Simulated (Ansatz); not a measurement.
A nudged elastic band was laid between two geometries of a periodic cell of 17 atoms, Si (host Si, host structure diamond, interstitial Si).

All numbers below come from DFT LDA, scalar-relativistic, plane waves, PAW in Ansatz. Settings: PAW set soft_1, cutoff 420 eV, k mesh 2x2x2, gaussian smearing 0.05 eV, no spin polarisation.

```yaml
movable_images: 5
climbing_image: yes
spring: 5.0 eV/Å²
optimiser: quadratic models (default)
start_path: IDPP
force_threshold: 0.03 eV/Å
iteration_limit: 59
end_points: relaxed
```

Initial state:

```xyz
17
Lattice="0.0000 5.4300 5.4300 5.4300 0.0000 5.4300 5.4300 5.4300 0.0000" Properties=species:S:1:pos:R:3
Si 0.006 -0.001 0.001
Si 1.339 1.339 1.339
Si 2.715 2.716 -0.034
Si 4.095 4.095 1.335
Si 2.716 -0.034 2.716
Si 4.096 1.334 4.096
Si 5.465 2.715 2.715
Si 6.783 4.078 4.078
Si -0.034 2.715 2.715
Si 1.338 4.091 4.091
Si 2.715 5.464 2.714
Si 4.077 6.784 4.076
Si 2.716 2.714 5.464
Si 4.077 4.077 6.783
Si 5.429 5.430 5.430
Si 6.783 6.782 6.782
Si 2.722 2.714 2.717
```

Final state:

Only the atoms that move by more than 0.05 Å are listed.
```
Si17 1.357 4.073 1.358
```

Question: Which bonds break or form, and what moves?

Answer: Contacts lost: Si6–Si17. Contacts made: Si15–Si17. The atom that moves furthest is Si17, by 2.36 Å; four of its nearest neighbours are Si6 2.39, Si4 2.39, Si2 2.39, Si10 2.39 Å at the first end and Si15 2.39, Si9 2.39, Si11 2.39, Si3 2.39 Å at the last.

Question: Give the energies along the band, and the barrier.

Answer: The run converged. The highest image is number 3 of 0 to 6, 0.31 eV above the ends, which have the same energy within 2 meV. By the program's own check the climbing image is of a kind that is not told: the force calls were inconclusive, a negative curvature could not be distinguished from the path's own, the only one lies far off the path, or fixed occupations may fill a level only in part (lowest curvatures found: -0.07 and 0.93 eV/Å²). Limits of this set-up: coarse k mesh, PAW files made for another functional, a small cell, in which the defect meets its images.

```tsv
image	path coordinate (Å)	energy (eV)	Si6–Si17 (Å)	Si15–Si17 (Å)
0	0.00	0.00	2.39	4.70
1	0.55	0.11	2.45	4.26
2	1.09	0.29	2.66	3.78
3	1.64	0.31	3.22	3.23
4	2.19	0.29	3.77	2.66
5	2.74	0.11	4.25	2.45
6	3.28	0.00	4.70	2.39
```

Question: What is the geometry of the highest image?

Answer: 
```xyz
17
Lattice="0.0000 5.4300 5.4300 5.4300 0.0000 5.4300 5.4300 5.4300 0.0000" Properties=species:S:1:pos:R:3
Si -0.168 0.169 -0.171
Si 1.283 1.255 1.282
Si 2.793 2.640 -0.102
Si 4.177 4.147 1.281
Si 2.667 -0.016 2.665
Si 3.900 1.531 3.897
Si 5.447 2.763 2.665
Si 6.839 4.022 4.058
Si -0.100 2.639 2.790
Si 1.283 4.146 4.173
Si 2.792 5.528 2.789
Si 4.243 6.617 4.241
Si 2.667 2.763 5.444
Si 4.060 4.022 6.835
Si 5.605 5.256 5.602
Si 6.839 6.800 6.836
Si 2.040 3.390 2.037
```

The band took 8 iterations and of the order of 6 core-minutes.

Time of the run: 5.9 min on 1 thread of Arm Neoverse V2, on a shared host, peak memory 0.76 GiB.
